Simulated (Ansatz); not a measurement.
**C₄F₈: one species, many methods**

One table from this session's results is given with a row withheld; the runs are named, their logs left out.

Computed with Ansatz 0.2.0, Gaussian basis. Level: functionals in def2-TZVPP, the program's frozen cores in correlated methods.

The runs, in order: LDA (SPW92), PBE-D4, revPBE-D4, BLYP-D4, r2SCAN-D4, B97M-V, PBE0-D4, B3LYP-D4, r2SCANh-D4, r2SCAN0-D4, HSE06-D4, BHLYP-D4, CAM-B3LYP-D4, LC-ωPBE, ωB97X-V, ωB97M-V, B2PLYP, PBE-QIDH; CCSD(T)/def2-SVP; CCSD(T)/def2-TZVPP; MP2/def2-QZVPP; extrapolation to the limit; RPA on PBE.

## Structure used throughout

All runs share one geometry, relaxed beforehand with PBE0-D4 in a triple-zeta def2 set.

SMILES `F/C(=C(\F)C(F)(F)F)C(F)(F)F`, 12 atoms, charge 0, spin multiplicity 1.

Atoms are counted from 1 here; the program's logs count them from 0.

Bond lengths: F1–C2 1.322 Å, C2–C3 1.328 Å, C2–C9 1.517 Å, C3–F4 1.322 Å, C3–C5 1.513 Å, C5–F6 1.334 Å, C5–F7 1.329 Å, C5–F8 1.328 Å, C9–F10 1.328 Å, C9–F11 1.330 Å, C9–F12 1.333 Å. Angles: F1–C2–C3 118.9°, F1–C2–C9 113.1°, C3–C2–C9 128.0°, C2–C3–F4 119.1°, C2–C3–C5 128.3°, F4–C3–C5 112.7°, C3–C5–F6 111.3°, C3–C5–F7 109.0°, C3–C5–F8 111.9°, F6–C5–F7 107.9°, F6–C5–F8 108.3°, F7–C5–F8 108.3°, C2–C9–F10 109.0°, C2–C9–F11 111.7°, C2–C9–F12 111.7°, F10–C9–F11 108.2°, F10–C9–F12 107.9°, F11–C9–F12 108.2°.

As a file:

```xyz
12
C4F8
F    -0.93478   -1.11793    1.82913
C    -0.36127   -0.59130    0.76119
C    -0.51641    0.70561    0.52400
F    -1.27526    1.42070    1.33680
C     0.07359    1.53050   -0.59889
F    -0.74633    1.57606   -1.64960
F     0.25867    2.77548   -0.17160
F     1.24412    1.05130   -1.00379
C     0.40899   -1.60626   -0.06172
F    -0.04985   -2.82219    0.21161
F     0.26473   -1.39209   -1.36616
F     1.71090   -1.58499    0.22293
```

The first run:

in.yaml reads:

```yaml
crystal:
  periodic: [false, false, false]
  atoms:
    - {symbol: F, position_ang: [-0.934783, -1.117925, 1.829134]}
    - {symbol: C, position_ang: [-0.361270, -0.591297, 0.761186]}
    - {symbol: C, position_ang: [-0.516409, 0.705615, 0.524001]}
    - {symbol: F, position_ang: [-1.275263, 1.420701, 1.336799]}
    - {symbol: C, position_ang: [0.073591, 1.530498, -0.598886]}
    - {symbol: F, position_ang: [-0.746333, 1.576056, -1.649597]}
    - {symbol: F, position_ang: [0.258674, 2.775482, -0.171601]}
    - {symbol: F, position_ang: [1.244120, 1.051302, -1.003794]}
    - {symbol: C, position_ang: [0.408995, -1.606263, -0.061724]}
    - {symbol: F, position_ang: [-0.049849, -2.822190, 0.211613]}
    - {symbol: F, position_ang: [0.264727, -1.392087, -1.366164]}
    - {symbol: F, position_ang: [1.710899, -1.584989, 0.222932]}
basis:
  gaussian: {orbitals: def2-TZVPP}
hamiltonian: {xc: lda}
output: {orbitals: {seedname: orbitals}}
```

On the command line:

```
ansatz run in.yaml --threads 4 --pin off --events-out ev --progress --plain --max-ram 66560MiB --backend cuda --devices 0, --max-vram 37GiB
```

Steps of the session up to this table: LDA; PBE-D4 (GGA); revPBE-D4 (GGA); BLYP-D4 (GGA); r2SCAN-D4 (meta-GGA); B97M-V (meta-GGA); B3LYP-D4 (hybrid); r2SCANh-D4 (hybrid); r2SCAN0-D4 (hybrid); HSE06-D4 (hybrid); BHLYP-D4 (hybrid); CAM-B3LYP-D4 (range-separated); LC-ωPBE (range-separated); ωB97X-V (range-separated); ωB97M-V (range-separated); B2PLYP (double hybrid); PBE-QIDH (double hybrid).

One of the session's tables, all rows but one given; the rest of the session is left out.

It belongs to the step «Orbital energies across the functionals». 

| functional | HOMO (eV) | LUMO (eV) | gap (eV) |
| --- | --- | --- | --- |
| LDA (SPW92) | -7.65 | -2.80 | 4.84 |
| PBE-D4 | -7.36 | -2.44 | 4.92 |
| revPBE-D4 | -7.25 | -2.31 | 4.95 |
| BLYP-D4 | -7.28 | -2.36 | 4.92 |
| r2SCAN-D4 | -7.69 | -2.34 | 5.35 |
| B97M-V | -7.76 | -2.23 | 5.53 |
| PBE0-D4 | -8.85 | -1.55 | 7.29 |
| B3LYP-D4 | -8.64 | -1.83 | 6.82 |
| r2SCANh-D4 | -8.24 | -2.00 | 6.23 |
| r2SCAN0-D4 | -9.06 | -1.49 | 7.57 |
| HSE06-D4 | -8.44 | -1.93 | 6.50 |
| BHLYP-D4 | -10.23 | -0.52 | 9.71 |
| CAM-B3LYP-D4 | -10.31 | -0.45 | 9.86 |
| LC-ωPBE | -11.60 | 0.79 | 12.39 |
| ωB97X-V | ? | ? | ? |
| ωB97M-V | -11.12 | 0.70 | 11.82 |

**Question.** Estimate the row for ωB97X-V.

As computed: HOMO (eV): -11.22; LUMO (eV): 0.77; gap (eV): 11.99. In the column «HOMO (eV)» it lies between LC-ωPBE (-11.60) and ωB97M-V (-11.12).
